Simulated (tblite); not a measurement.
# C4H14BNO: the cost of one run

Programs: tblite 0.8.0 and PySCF 2.14.0, with density-fitted response routines of our own. Each step states its level of theory. These are calculated values for one molecule in the gas phase, unless marked as measured. Atoms are numbered from 0 throughout.

## 1. The starting structure

21 atoms, charge 0, multiplicity 1; geometry from: force field or distance geometry start.

Bonds of the start (Å): C0–C1 1.54, C1–C2 1.52, C1–O3 1.42, O3–C4 1.40, C4–B5 1.60, B5–N6 1.54, C0–H7 1.10, C0–H8 1.11, C0–H9 1.12, C1–H10 1.11, C2–H11 1.11, C2–H12 1.12, C2–H13 1.12, C4–H14 1.10, C4–H15 1.11, B5–H16 1.20, B5–H17 1.19, N6–H18 1.05, N6–H19 1.04, N6–H20 1.05.

## 2. Geometry optimisation with GFN2-xTB

What the job is given:

```
{"job": {"kind": "relax", "xc": "GFN2-xTB", "basis": "xTB"}, "charge": 0, "multiplicity": 1}
C     -1.575900    -1.485800     0.240400
C     -1.416600    -0.104700    -0.423000
C     -2.563300     0.803000    -0.023400
O     -0.205200     0.489300     0.027600
C      0.831600     0.273900    -0.892400
B      2.212700     0.797000    -0.280200
N      2.647800    -0.077300     0.905700
H     -0.752200    -2.153500    -0.060700
H     -2.539800    -1.946600    -0.074000
H     -1.577800    -1.390800     1.352900
H     -1.457700    -0.236700    -1.524700
H     -2.448000     1.794300    -0.510400
H     -2.610000     0.953300     1.084500
H     -3.533600     0.371800    -0.367600
H      0.944100    -0.793800    -1.150900
H      0.630500     0.857400    -1.815400
H      2.091300     1.930300     0.089400
H      3.060700     0.760100    -1.119900
H      1.926400    -0.033900     1.671500
H      2.772500    -1.068500     0.602200
H      3.553400     0.278000     1.288800
```

Command:

```console
> OMP_NUM_THREADS=1 python probes_run.py task.json out
```

The driver reads the jobs from task.json and runs them one after another.

**Question.** How long does this first job take on 1 thread of Arm Neoverse N1, shared host?

About 1.8 s.
